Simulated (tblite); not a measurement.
# C7H11PS2: the cost of one run

The runs use tblite 0.8.0 and PySCF 2.14.0, with density-fitted response routines of our own; the level of theory stands in each step. All values are computed, except where a source is named. Atoms count from 0, in the outputs and in this text.

## Step 1: The molecule as given

21 atoms, charge 0, multiplicity 1; geometry from: force field or distance geometry start.

Bonds of the start (Å): C0–C1 1.50, C1–C2 1.52, C2–P3 1.81, P3–S4 1.72, P3–C5 1.79, C5–C6 1.39, C6–C7 1.38, C7–S8 1.73, S8–C9 1.72, C9–C5 1.39, C0–H10 1.11, C0–H11 1.11, C0–H12 1.11, C1–H13 1.10, C1–H14 1.11, C2–H15 1.11, C2–H16 1.11, P3–H17 1.42, C6–H18 1.10, C7–H19 1.09, C9–H20 1.06.

## Step 2: Optimising the geometry with GFN2-xTB

The job: settings as JSON, then the geometry in Å.

```
{"job": {"kind": "relax", "xc": "GFN2-xTB", "basis": "xTB"}, "charge": 0, "multiplicity": 1}
C     -3.116900     0.559600    -0.069500
C     -2.322400    -0.173400     0.965100
C     -1.078400    -0.825400     0.371300
P      0.013700     0.398400    -0.399900
S     -0.216900     1.955600     0.304500
C      1.719900    -0.054300    -0.118600
C      2.740200     0.887900    -0.037000
C      3.963300     0.279000     0.186800
S      3.927200    -1.450800     0.294200
C      2.232100    -1.334100     0.047700
H     -4.002200    -0.009900    -0.428100
H     -2.459800     0.727400    -0.951600
H     -3.405400     1.563700     0.304600
H     -2.031400     0.516000     1.770100
H     -2.939100    -0.992600     1.401000
H     -1.451000    -1.571700    -0.353700
H     -0.559000    -1.390600     1.175500
H     -0.263100     0.411500    -1.788100
H      2.584100     1.970300    -0.122100
H      4.907500     0.823100     0.287800
H      1.748600    -2.273000     0.041600
```

Run with:

```
$ OMP_NUM_THREADS=1 python probes_run.py task.json out
```

This one command runs all jobs of the session in turn.

**Question.** How long does this first job take on 1 thread of Arm Neoverse V1, shared host?

About 2.2 s.
